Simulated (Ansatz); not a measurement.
# SiSe (SMILES [Si][Se]): CCSD(T)/STO-3G

Aim: the energy change on altering one bond length of SiSe at CCSD(T)/STO-3G, from 2 runs. 

The results are computed with Ansatz 0.2.0.

53 further runs of the same task are left out: 13 that didn't finish, 40 set aside as unsound or not needed.

### Step 1. The structure to begin with

SiSe has 2 atoms, charge 0, and is taken as a singlet. SMILES: `[Si][Se]`. Geometry: relaxed at PBE0-D4/def2-TZVP.

Bond lengths: Si1–Se2 2.062 Å.

### Step 2. A single-point energy at CCSD(T)/STO-3G

in.yaml reads:

```yaml
crystal:
  periodic: [false, false, false]
  atoms:
    - symbol: Si
      position_ang: [0.000000, 0.000000, 0.031440]
    - symbol: Se
      position_ang: [-0.000000, -0.000000, 2.093090]
basis:
  gaussian:
    orbitals: STO-3G
correlation:
  method: ccsd_t
  frozen_orbitals: {Se: 9, Si: 5}
accuracy: high
scf:
  omitted_lower_state_checks: [cluster_reference, increment]
```

The run is started by

```
$ ansatz run in.yaml --threads 1 --pin off --max-ram 3480MiB --events-out events.jsonl --progress --plain --runs-dir runs
```

The log of the run (excerpt; [...] marks lines left out):

```text
Warning: RAYON_NUM_THREADS=1 ignored (pool sized by the plan → 1); use --threads N
Functional definition: HF
  name "HF"
[...]
372 factors; integrals over basis functions are off by at most 7.3e-9 eV
[...]
mean field -72359.10379103 eV, -2659.1480175583 hartree, gradient 3.9e-8 eV, S^2 0.000000; 0 other end points of the search recorded, 0 dependent functions left out
14 core orbitals not correlated: weight in the atoms' cores, before any rotation towards them, 1.000 or more for the frozen orbitals, at most 0.000 for the correlated occupied ones
reference -72359.10379103 eV, -2659.1480175583 hartree; 10, 10 occupied and 3, 3 virtual orbitals, 372 factors
second order -2.05639074 eV of doubles, -0.00000000 eV of singles
cycle   1  -1.90867225 eV  change    1.5e-1 eV  update   1.5e-1
[...]
cycle  18  -2.18376180 eV  change   -1.6e-9 eV  update  9.7e-10
perturbative correction -0.24209010 eV, -0.0088966472 hartree
Total energy: -72361.52964294 eV, -2659.2371659716 hartree
Checks for a lower state left out: cluster_reference, increment
```

It took 0.3 s on 1 thread of Arm Neoverse V1, shared host.

### Step 3. The distorted shape

molecule.yaml reads:

```yaml
crystal:
  periodic: [false, false, false]
  atoms:
    - {symbol: Si, position_ang: [0.000000, 0.000000, -0.484010]}
    - {symbol: Se, position_ang: [-0.000000, -0.000000, 2.093090]}
basis:
  gaussian:
    orbitals: STO-3G
magnetization:
  spin_polarized: false
  initial_magnetization: 0
correlation:
  method: ccsd_t
  frozen_orbitals: {Se: 9, Si: 5}
accuracy: high
scf:
  omitted_lower_state_checks: [cluster_reference, increment]
```

The run is started by

```
$ ansatz run molecule.yaml --threads 1 --pin off --max-ram 3480MiB --events-out events.jsonl --progress --plain --runs-dir runs
```

The log of the run (excerpt; [...] marks lines left out):

```text
Warning: RAYON_NUM_THREADS=1 ignored (pool sized by the plan → 1); use --threads N
[... 2 set-up lines as earlier in the session ...]
[...]
355 factors; integrals over basis functions are off by at most 1.2e-8 eV
[...]
mean field -72355.77885460 eV, -2659.0258283981 hartree, gradient 1.4e-8 eV, S^2 0.000000; 2 other end points of the search recorded, 0 dependent functions left out; unrestricted orbitals would lower it
14 core orbitals not correlated: weight in the atoms' cores, before any rotation towards them, 1.000 or more for the frozen orbitals, at most 0.000 for the correlated occupied ones
reference -72355.77885460 eV, -2659.0258283981 hartree; 10, 10 occupied and 3, 3 virtual orbitals, 355 factors
second order -2.47633692 eV of doubles, -0.00000000 eV of singles
cycle   1  -1.94489737 eV  change    5.3e-1 eV  update   3.5e-1
[...]
cycle  25  -2.83288381 eV  change   -2.0e-9 eV  update  8.5e-10
perturbative correction -0.78876016 eV, -0.0289864011 hartree
Total energy: -72359.40049856 eV, -2659.1589213589 hartree
Checks for a lower state left out: cluster_reference, increment
```

Run time: 0.4 s. Hardware: 1 thread of Arm Neoverse V1, shared host.

### Step 4. Summary of results

Level: CCSD(T)/STO-3G, 14 core orbitals frozen.

| quantity | value |
| --- | --- |
| first shape: total energy | -2659.23717 Eh |
| first shape: correlation energy (14 core orbitals frozen) | -89.1 mEh |
| first shape: (T) correction | -8.90 mEh |
| first shape: T1 diagnostic | 0.026 |
| distorted shape: total energy | -2659.15892 Eh |
| distorted shape: correlation energy (14 core orbitals frozen) | -133.1 mEh |
| distorted shape: (T) correction | -28.99 mEh |
| distorted shape: T1 diagnostic | 0.082 |
| energy change with the Si1–Se2 bond stretched from 2.062 to 2.577 Å | 2.129 eV |

What this shows: With the Si1–Se2 bond stretched from 2.062 to 2.577 Å the energy rises by 2.13 eV (49 kcal/mol). The first shape isn't relaxed at this level, so the change isn't measured from a minimum. The minimal basis adds a large error of its own. The T1 diagnostic (first shape) of 0.026 is above the customary mark for such species, so a single reference may not serve. The triples (first shape) make up 10.0 % of the correlation energy. The T1 diagnostic (distorted shape) of 0.082 is above the customary mark for such species, so a single reference may not serve. The restricted solution (distorted shape) is unstable to spin breaking: an unrestricted one lies lower. The triples (distorted shape) make up 21.8 % of the correlation energy.
